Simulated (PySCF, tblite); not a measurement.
**C₄H₁₁P₃S: geometry, infrared bands and NMR shifts**

Wanted: the infrared bands and NMR shifts of C₄H₁₁P₃S (`CSC/P=P/CCP`), by calculation.

The runs use tblite 0.8.0 and PySCF 2.14.0, with density-fitted response routines of our own; the level of theory stands in each step. All values are computed, except where a source is named. Atoms are numbered from 0 throughout.

## Step 1: The starting structure

19 atoms, charge 0, multiplicity 1; geometry from: force field or distance geometry start.

Bonds of the start (Å): C0–S1 1.79, S1–C2 1.79, C2–P3 1.83, P3–P4 1.99, P4–C5 1.86, C5–C6 1.52, C6–P7 1.85, C0–H8 1.11, C0–H9 1.13, C0–H10 1.10, C2–H11 1.11, C2–H12 1.13, C5–H13 1.11, C5–H14 1.11, C6–H15 1.11, C6–H16 1.13, P7–H17 1.44, P7–H18 1.45.

## Step 2: Relaxing the molecule with GFN2-xTB

The job: settings as JSON, then the geometry in Å.

```
{"job": {"kind": "relax", "xc": "GFN2-xTB", "basis": "xTB"}, "charge": 0, "multiplicity": 1}
C     -4.088900     0.363800     0.561800
S     -3.268800    -1.068000     1.256000
C     -2.315600    -1.876200    -0.022800
P     -0.911500    -0.929500    -0.710000
P      0.410400     0.133100     0.330700
C      1.802200     1.038500    -0.503600
C      3.053800     1.143900     0.344800
P      3.765000    -0.489000     0.834100
H     -3.963200     0.418100    -0.540300
H     -5.171200     0.287400     0.866800
H     -3.668100     1.306600     0.954000
H     -2.057800    -2.889700     0.361400
H     -3.042600    -2.092300    -0.860400
H      2.120800     0.543800    -1.446600
H      1.453000     2.057600    -0.786600
H      2.838700     1.765900     1.243000
H      3.833900     1.631300    -0.303700
H      4.823600    -0.256500     1.785700
H      4.376500    -1.079600    -0.341500
```

The run is started by

```
$ OMP_NUM_THREADS=1 python probes_run.py task.json out
```

This one command runs all jobs of the session in turn.

**Question.** This job is followed by: GFN2-xTB harmonic vibrations, gas phase; GIAO PBE0/pcSseg-1 NMR shielding, non-relativistic, gas phase. What will the session give for the following? strongest single infrared mode (GFN2-xTB); zero-point energy (GFN2-xTB); ¹³C shifts against TMS (PBE0/pcSseg-1); ¹H shifts against TMS (PBE0/pcSseg-1, means over atoms taken as alike); ³³S shifts against CS2 (PBE0/pcSseg-1); ³¹P shifts against H3PO4 (PBE0/pcSseg-1).

As calculated:

| quantity | value |
| --- | --- |
| strongest single infrared mode (GFN2-xTB) | 2288 cm⁻¹, 218 km/mol |
| zero-point energy (GFN2-xTB) | 87.4 kcal/mol |
| ¹³C shifts against TMS (PBE0/pcSseg-1) | 44.3, 32.0, 21.8, 16.9 ppm |
| ¹H shifts against TMS (PBE0/pcSseg-1, means over atoms taken as alike) | 3.51, 3.26, 2.63, 2.43, 1.96 ppm |
| ³³S shifts against CS2 (PBE0/pcSseg-1) | -3 ppm |
| ³¹P shifts against H3PO4 (PBE0/pcSseg-1) | 624.9, 573.2, -179.2 ppm |

**Reading.** Over 160 steps the energy fell by 2.058 eV; of the close pairs, P7–H18 changed most, 1.451 to 1.398 Å. No mode is imaginary among the 51: a minimum at this level. The strongest single mode, at 2288 cm⁻¹, moves mainly H18. Unscaled tight-binding wavenumbers are off by several per cent, some by more. Its intensities can rank the bands wrongly. At PBE0/pcSseg-1: The largest span, 1815 ppm, is at P4, where the paramagnetic term is -1273 ppm.
